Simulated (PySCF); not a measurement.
# [Pb(SH)3]−: other functionals and bases at one geometry

Aim: see how levels, charges and forces of [Pb(SH)3]− depend on the level of theory. The species was built from a template and needn't be a known compound.

Method: several levels, as the steps say, no spin–orbit coupling; program: PySCF 2.14.0.

1 further run of the same task is left out (for a known fault of the program).

### Step 1. The starting structure

7 atoms, charge -1, spin multiplicity 1.

Bond lengths: Pb1–S2 2.676 Å, Pb1–S4 2.676 Å, Pb1–S6 2.676 Å, S2–H3 1.351 Å, S4–H5 1.351 Å, S6–H7 1.351 Å. Angles: S2–Pb1–S4 94.1°, S2–Pb1–S6 94.1°, S4–Pb1–S6 94.1°, Pb1–S2–H3 87.8°, Pb1–S4–H5 87.8°, Pb1–S6–H7 87.8°.

Coordinates:

```tsv
atom	x (Å)	y (Å)	z (Å)
Pb1	0.0000	0.0000	-0.3472
S2	2.2393	0.3192	1.0835
H3	1.8099	-0.6836	1.8813
S4	-1.3961	1.7797	1.0835
H5	-0.3130	1.9092	1.8813
S6	-0.8432	-2.0989	1.0835
H7	-1.4970	-1.2256	1.8813
```

Formal oxidation states: Pb +2. An earlier session relaxed this geometry at PBE0, Pb def2-SVP with ECP60, S def2-SVP, H def2-SVP (singlet, point group C3).

At PBE0 on the finer grid: E = -1388.625108 Eh, HOMO -1.74 eV, LUMO 3.76 eV, Mulliken charge on Pb1 +0.30 e, largest force component 0.007 eV/Å. 

Levels to run: r2SCAN; BLYP; PBE0, TZVP. Hardware: 2 threads of Arm Neoverse V1, shared host.

### Step 2. r2SCAN

Contents of run.py (the lines that set the calculation):

```python
mol = gto.M(atom='''
Pb     0.00000     0.00000    -0.34724
S      2.23926     0.31919     1.08352
H      1.80991    -0.68358     1.88131
S     -1.39606     1.77966     1.08352
H     -0.31296     1.90922     1.88131
S     -0.84320    -2.09885     1.08352
H     -1.49696    -1.22564     1.88131''',
    basis={'Pb': 'def2-SVP', 'S': 'def2-SVP', 'H': 'def2-SVP'},
    ecp={'Pb': 'def2-SVP'},
    charge=-1, spin=0)
mf = dft.RKS(mol, xc='R2SCAN')
mf.grids.atom_grid = (75, 302)
mf = mf.density_fit()  # fitting sets: Pb def2-universal-JKFIT, S def2-universal-JKFIT, H def2-universal-JKFIT
mf.conv_tol = 1e-08; mf.max_cycle = 55
mf.kernel(dm0)  # dm0: the density of the relaxed state
```

On the command line:

```console
$ OMP_NUM_THREADS=2 python run.py
```

### Step 3. BLYP

Edit run.py (the lines that set the calculation) of step 2 so:

```diff
@@ -11,3 +11,3 @@
     charge=-1, spin=0)
-mf = dft.RKS(mol, xc='R2SCAN')
+mf = dft.RKS(mol, xc='BLYP')
 mf.grids.atom_grid = (75, 302)
```

### Step 4. PBE0, TZVP

Basis: Pb def2-TZVP with ECP60, S def2-TZVP, H def2-TZVP. 

Edit run.py (the lines that set the calculation) of step 3 so:

```diff
@@ -8,6 +8,6 @@
 H     -1.49696    -1.22564     1.88131''',
-    basis={'Pb': 'def2-SVP', 'S': 'def2-SVP', 'H': 'def2-SVP'},
-    ecp={'Pb': 'def2-SVP'},
+    basis={'Pb': 'def2-TZVP', 'S': 'def2-TZVP', 'H': 'def2-TZVP'},
+    ecp={'Pb': 'def2-TZVP'},
     charge=-1, spin=0)
-mf = dft.RKS(mol, xc='BLYP')
+mf = dft.RKS(mol, xc='PBE0')
 mf.grids.atom_grid = (75, 302)
@@ -15,2 +15,2 @@
 mf.conv_tol = 1e-08; mf.max_cycle = 55
-mf.kernel(dm0)  # dm0: the density of the relaxed state
+mf.kernel(dm0)  # dm0: free metal ions and neutral atoms
```

Q: Predict the outcome of this session. Wanted: for each run, HOMO; gap; charge on Pb1; dipole; largest force.

The runs gave:

| level | state | HOMO (eV) | gap (eV) | charge on Pb1 (e) | dipole (D) | largest force (eV/Å) | basis functions | time |
| --- | --- | --- | --- | --- | --- | --- | --- | --- |
| PBE0 (relaxed here) | singlet | -1.74 | 5.49 | 0.30 | 4.03 | 0.01 | 95 | 13 s |
| r2SCAN | singlet | -0.94 | 4.19 | 0.32 | 3.93 | 0.10 | 95 | 6.2 s |
| BLYP | singlet | -0.36 | 3.67 | 0.19 | 3.77 | 0.63 | 95 | 4.6 s |
| PBE0, TZVP | singlet | -2.10 | 5.18 | 0.50 | 4.64 | 0.28 | 179 | 14 s |

Times are on 2 threads of Arm Neoverse V1, shared host; the first row also made further properties. The dipole of a charged species depends on the origin, so these sizes hold for this origin alone.

In one basis the HOMO–LUMO gap runs from 3.67 eV (BLYP) to 5.49 eV (PBE0). The largest leftover force, 0.63 eV/Å with BLYP, stands at a geometry relaxed at another level. The Mulliken charge on Pb spans +0.19 to +0.50 e over the levels. Total energies of different levels can't be compared. Spin–orbit coupling is left out throughout.
